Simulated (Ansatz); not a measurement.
# BClFHO: the cost of one run

All numbers below are computed with Ansatz 0.2.0 (RKS PBE0-D4/def2-SVP).

### 1 The structure to begin with

Bond lengths: B1–F2 1.320 Å, B1–O3 1.410 Å, O3–H4 1.010 Å, B1–Cl5 1.860 Å. Angles: F2–B1–O3 120.0°, F2–B1–Cl5 120.0°, O3–B1–Cl5 120.0°, B1–O3–H4 109.5°.

Structure file:

```xyz
5

B     0.0000    0.0000    0.0000
F     0.0000    0.0000    1.3200
O     1.2211    0.0000   -0.7050
H     1.5209   -0.9519   -0.8599
Cl   -1.6108    0.0000   -0.9300
```

### 2 Relaxing the start

Input file input.yaml:

```yaml
crystal:
  periodic: [false, false, false]
  atoms:
    - { symbol: B, position_ang: [0.0, 0.0, 0.0] }
    - { symbol: F, position_ang: [0.0, 0.0, 1.32] }
    - { symbol: O, position_ang: [1.2211, 0.0, -0.705] }
    - { symbol: H, position_ang: [1.5209, -0.9519, -0.8599] }
    - { symbol: Cl, position_ang: [-1.6108, 0.0, -0.93] }
basis:
  gaussian: { orbitals: def2-SVP }
hamiltonian:
  xc: pbe0
  dispersion: d4
relax:
  f_tol: 0.02
  max_steps: 40
```

Started as:

```console
$ ansatz run input.yaml --threads 1 --pin off --max-ram 2048MiB --backend cpu --events-out ev --progress --plain --runs-dir out
```

**Question.** How long does this run take on 1 thread of Arm Neoverse V1, shared host, and how much memory does it need?

About 32 s, with a peak of 0.15 GiB.
